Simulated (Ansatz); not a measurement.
# Si10H4Cl: the cost of one run

Program: Ansatz 0.2.0. Level of theory: DFT PBEsol, plane waves, PAW, scalar-relativistic, no spin polarisation. These are calculated values, not measurements.

**1. The structure to begin with**

The cell holds 30 atoms (Cl2H8Si20): a = 7.679 Å, b = 7.679 Å, c = 19.256 Å, α = 90.00°, β = 90.00°, γ = 90.00°.

Its coordinates follow in the input file.

**2. Relaxing end A**

Contents of input.yaml:

```yaml
crystal:
  lattice:
    - [7.67918, 0.0, 0.0]
    - [0.0, 7.67918, 0.0]
    - [0.0, 0.0, 19.2555]
  atoms:
    - { symbol: H, position: [0.409392, 0.0, 0.0519332] }
    - { symbol: H, position: [0.090608, 0.0, 0.0519332] }
    - { symbol: H, position: [0.909392, 0.0, 0.0519332] }
    - { symbol: H, position: [0.590608, 0.0, 0.0519332] }
    - { symbol: H, position: [0.409392, 0.5, 0.0519332] }
    - { symbol: H, position: [0.090608, 0.5, 0.0519332] }
    - { symbol: H, position: [0.909392, 0.5, 0.0519332] }
    - { symbol: H, position: [0.590608, 0.5, 0.0519332] }
    - { symbol: Si, position: [0.25, 0.0, 0.0968814] }
    - { symbol: Si, position: [0.75, 0.0, 0.0968814] }
    - { symbol: Si, position: [0.25, 0.5, 0.0968814] }
    - { symbol: Si, position: [0.75, 0.5, 0.0968814] }
    - { symbol: Si, position: [0.25, 0.25, 0.1673807] }
    - { symbol: Si, position: [0.75, 0.25, 0.1673807] }
    - { symbol: Si, position: [0.25, 0.75, 0.1673807] }
    - { symbol: Si, position: [0.75, 0.75, 0.1673807] }
    - { symbol: Si, position: [0.0, 0.25, 0.2378801] }
    - { symbol: Si, position: [0.5, 0.25, 0.2378801] }
    - { symbol: Si, position: [0.0, 0.75, 0.2378801] }
    - { symbol: Si, position: [0.5, 0.75, 0.2378801] }
    - { symbol: Si, position: [0.0, 0.0, 0.3083794] }
    - { symbol: Si, position: [0.5, 0.0, 0.3083794] }
    - { symbol: Si, position: [0.0, 0.5, 0.3083794] }
    - { symbol: Si, position: [0.5, 0.5, 0.3083794] }
    - { symbol: Si, position: [0.25, 0.0969069, 0.3768014] }
    - { symbol: Si, position: [0.75, 0.0969069, 0.3768014] }
    - { symbol: Si, position: [0.25, 0.4030931, 0.3581055] }
    - { symbol: Si, position: [0.75, 0.4030931, 0.3581055] }
    - { symbol: Cl, position: [0.7543542, 0.4109246, 0.5180598] }
    - { symbol: Cl, position: [0.513911, 0.3108327, 0.5206564] }
basis:
  ecutwfc: 420.0
kpoints:
  mp_grid: { grid: [2, 2, 1] }
hamiltonian:
  xc: pbesol
  pseudopotentials: { kind: paw, azcp: { folder: soft_1 } }
scf:
  occupations: { method: fermi_dirac, width: 0.02 }
  lower_state_search: "off"
relax:
  f_tol: 0.03
  max_steps: 60
  adjacent_minimum: "off"
  constraints: [{ sites: [0, 1, 2, 3, 4, 5, 6, 7, 8, 9, 10, 11] }]
```

Started as:

```bash
ansatz run input.yaml --threads 2 --pin off --max-ram 5120MiB --backend cpu --events-out ev --progress --plain --runs-dir out
```

**Question.** How long does this run take on 2 threads of Arm Neoverse N1, shared host, and how much memory does it need?

About 5.9 min, with a peak of 1.5 GiB.
